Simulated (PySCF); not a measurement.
# C3H7AlN2: the cost of one run

Computed with PySCF 2.14.0, with density-fitted response routines of our own, on a single molecule in the gas phase. Atoms count from 0, in the outputs and in this text.

### Step 1. The starting structure

13 atoms, charge 0, multiplicity 1; geometry from: GFN2-xTB. The atoms were then displaced at random by about 0.01 Å, so the start is not that level's minimum.

Bonds of the start (Å): C0–N1 1.21, N1–Al2 1.78, Al2–N3 2.05, N3–C4 1.11, C4–C5 1.43, C0–H6 1.11, C0–H7 1.11, Al2–H8 1.52, Al2–H9 1.59, C5–H10 1.08, C5–H11 1.09, C5–H12 1.07.

### Step 2. Geometry optimisation at PBE0-D3(BJ)/def2-SVP

What the job is given:

```
{"job": {"xc": "PBE0", "basis": "def2-SVP", "d3": "d3bj", "grid": 1, "shake": 0.01, "kind": "geom"}, "charge": 0, "multiplicity": 1}
C     -2.881600     0.410570    -0.400250
N     -1.955120    -0.355710    -0.548410
Al    -0.762490    -1.662420    -0.760490
N      0.885800    -0.449410    -0.803460
C      1.592360     0.226840    -0.269900
C      2.525300     1.093130     0.391690
H     -3.046470     1.021120     0.512220
H     -3.637820     0.619590    -1.190070
H     -0.669490    -2.439570    -2.066310
H     -0.311990    -2.406210     0.564830
H      3.025370     1.713960    -0.330530
H      2.005080     1.718410     1.115930
H      3.236870     0.492820     0.913180
```

Command:

```sh
$ OMP_NUM_THREADS=1 python probes_run.py task.json out
```

One launch serves the whole session: the jobs run in the order shown.

Q: Estimate the wall time and peak memory of this first job on 1 thread of Arm Neoverse V2, shared host.

About 80 s, with a peak of 0.52 GiB.
